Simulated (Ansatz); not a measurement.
**H4INSi: up Jacob's ladder to CCSD(T)**

One table from this session's results is given with a row withheld; the runs are named, their logs left out.

Method: functionals in def2-TZVPP, the program's frozen cores in correlated methods; program: Ansatz 0.2.0, Gaussian basis.

The runs, in order: LDA (SPW92), PBE-D4, revPBE-D4, BLYP-D4, r2SCAN-D4, B97M-V, PBE0-D4, B3LYP-D4, r2SCANh-D4, r2SCAN0-D4, HSE06-D4, BHLYP-D4, CAM-B3LYP-D4, LC-ωPBE, ωB97X-V, ωB97M-V, B2PLYP, PBE-QIDH; CCSD(T)/def2-SVP; CCSD(T)/def2-TZVPP; MP2/def2-QZVPP; extrapolation to the limit; RPA on PBE.

### Structure used throughout

An earlier PBE0-D4 in a triple-zeta def2 set relaxation fixed the geometry. I takes the def2 core potential; no spin-orbit term is included.

7 atoms, charge 0, spin multiplicity 1.

Atoms are counted from 1 here; the program's logs count them from 0.

Bond lengths: N1–Si2 1.704 Å, N1–H4 1.008 Å, N1–H5 1.008 Å, Si2–I3 2.468 Å, Si2–H6 1.478 Å, Si2–H7 1.478 Å. Angles: Si2–N1–H4 119.5°, Si2–N1–H5 119.5°, H4–N1–H5 110.8°, N1–Si2–I3 115.5°, N1–Si2–H6 108.7°, N1–Si2–H7 108.7°, I3–Si2–H6 105.5°, I3–Si2–H7 105.5°, H6–Si2–H7 113.1°.

The first run:

in.yaml

```yaml
crystal:
  periodic: [false, false, false]
  atoms:
    - {symbol: N, position_ang: [-0.856471, 0.271571, -0.690247]}
    - {symbol: Si, position_ang: [0.555197, 0.132878, 0.254262]}
    - {symbol: I, position_ang: [0.783038, -1.974201, 1.519773]}
    - {symbol: H, position_ang: [-0.954909, -0.288915, -1.522469]}
    - {symbol: H, position_ang: [-1.747870, 0.397735, -0.236465]}
    - {symbol: H, position_ang: [0.551884, 1.206704, 1.270448]}
    - {symbol: H, position_ang: [1.730530, 0.186129, -0.641004]}
basis:
  gaussian: {orbitals: def2-TZVPP}
hamiltonian: {xc: lda}
output: {orbitals: {seedname: orbitals}}
```

Command:

```
$ ansatz run in.yaml --threads 2 --pin off --events-out ev --progress --plain --max-ram 4352MiB
```

Among the steps run: LDA; PBE-D4 (GGA); revPBE-D4 (GGA); BLYP-D4 (GGA); r2SCAN-D4 (meta-GGA); B97M-V (meta-GGA); PBE0-D4 (hybrid); B3LYP-D4 (hybrid); r2SCANh-D4 (hybrid); r2SCAN0-D4 (hybrid); HSE06-D4 (hybrid); BHLYP-D4 (hybrid); CAM-B3LYP-D4 (range-separated); LC-ωPBE (range-separated); ωB97X-V (range-separated); ωB97M-V (range-separated); B2PLYP (double hybrid); PBE-QIDH (double hybrid).

One of the session's tables, all rows but one given; the rest of the session is left out.

It belongs to the step «Orbital energies across the functionals». 

```
  functional  HOMO (eV)  gap (eV)
 LDA (SPW92)      -6.41      5.25
      PBE-D4      -6.25      5.31
   revPBE-D4      -6.20      5.35
     BLYP-D4      -6.08      5.24
   r2SCAN-D4          ?         ?
      B97M-V      -6.58      5.89
     PBE0-D4      -7.43      7.34
    B3LYP-D4      -7.17      6.85
  r2SCANh-D4      -6.98      6.67
  r2SCAN0-D4      -7.63      7.74
    HSE06-D4      -7.03      6.57
    BHLYP-D4      -8.40      9.20
CAM-B3LYP-D4      -8.68      9.58
     LC-ωPBE     -10.03     12.07
     ωB97X-V      -9.69     11.63
     ωB97M-V      -9.56     11.24
```

**Question.** Estimate the row for r2SCAN-D4.

Worked estimate for «HOMO (eV)». Against the share of exact exchange, r2SCANh-D4 (0.1, -6.98), r2SCAN0-D4 (0.25, -7.63) give a slope of -4.33 per unit share; at 0 the line stands at -6.55.

The run gave: HOMO (eV): -6.55; gap (eV): 5.95. In «HOMO (eV)» the line misses by 0.00.
